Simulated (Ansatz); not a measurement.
# SiAsH3+ (doublet): wave-function methods side by side, cc-pVDZ

Aim: climb from Hartree-Fock through coupled cluster for SiAsH3+ (doublet) at one geometry and basis, and see what each rung misses.

Computed with Ansatz 0.2.0, Gaussian basis. Level: cc-pVDZ, correlated electrons: outside noble gas.

Plan: UHF; CCSD(T) on ROHF; CCSD(T) on UHF; BCCD(T) on ROHF; CISD; CCSDT(Q) on ROHF; CCSDT(Q) on UHF.

## (1) The system

The geometry is a PBE0/def2-TZVP stationary point (not a proven minimum) of the parent state, kept for this charge and spin. No spin-orbit coupling is included. The filled d shell of As may be among the frozen orbitals whatever the setting's name suggests; the logs give the count.

5 atoms, charge 1, spin multiplicity 2.

Atoms are counted from 1 here; the program's logs count them from 0.

Bond lengths: Si1–As2 2.344 Å, Si1–H3 1.496 Å, As2–H4 1.522 Å, As2–H5 1.522 Å. Angles: As2–Si1–H3 114.4°, Si1–As2–H4 97.3°, Si1–As2–H5 97.3°, H4–As2–H5 92.9°.

Geometry (Å):

```xyz
5

Si    0.0000    0.1393    1.6931
As    0.0000   -0.0620   -0.6424
H     0.0000   -1.1652    2.4253
H     1.1026    0.9477   -0.9245
H    -1.1026    0.9477   -0.9245
```

In the tables R marks a restricted open-shell determinant and U an unrestricted one; correlation energies count from the lowest restricted Hartree-Fock solution.

## (2) UHF

in.yaml reads:

```yaml
crystal:
  periodic: [false, false, false]
  atoms:
    - {symbol: Si, position_ang: [0.000000, 0.139300, 1.693106]}
    - {symbol: As, position_ang: [0.000000, -0.062043, -0.642439]}
    - {symbol: H, position_ang: [0.000000, -1.165176, 2.425283]}
    - {symbol: H, position_ang: [1.102624, 0.947723, -0.924517]}
    - {symbol: H, position_ang: [-1.102625, 0.947723, -0.924517]}
basis:
  gaussian: {orbitals: cc-pVDZ}
total_charge: 1
magnetization: {spin_polarized: true, initial_magnetization: 1}
hamiltonian: {xc: hf}
output: {orbitals: {seedname: orbitals}}
```

The run is started by

```sh
> ansatz run in.yaml --threads 1 --pin off --events-out ev --progress --plain --max-ram 2393MiB
```

The runs that follow: CCSD(T) on ROHF; CCSD(T) on UHF; BCCD(T) on ROHF; CISD; CCSDT(Q) on ROHF; CCSDT(Q) on UHF.

**Question.** What will the summary of the whole plan be? Wanted: correlation energy, UCCSDT(Q); RMP2 from UCCSDT(Q); UMP2 from UCCSDT(Q); RCCSD from UCCSDT(Q); RCCSD(T) from UCCSDT(Q); UCCSD(T) from UCCSDT(Q); RCCSDT(Q) from UCCSDT(Q); T1 diagnostic.

**Answer**, as computed:

| quantity | value |
| --- | --- |
| correlation energy, UCCSDT(Q) | -6.1107 eV |
| RMP2 from UCCSDT(Q) | +1362.1 meV |
| UMP2 from UCCSDT(Q) | +1350.9 meV |
| RCCSD from UCCSDT(Q) | +240.5 meV |
| RCCSD(T) from UCCSDT(Q) | +50.0 meV |
| UCCSD(T) from UCCSDT(Q) | +48.9 meV |
| RCCSDT(Q) from UCCSDT(Q) | +1.8 meV |
| levels of the table within 1 kcal/mol (43 meV) | RCCSDT, UCCSDT, RCCSDT(Q) |
| T1 diagnostic | 0.041 |

RCCSD(T) lands +50.0 meV from the yardstick (0.8 % of the correlation energy). These misses are within one basis, not against nature; the frozen cores of restricted and unrestricted runs differ, which can shift their rows.
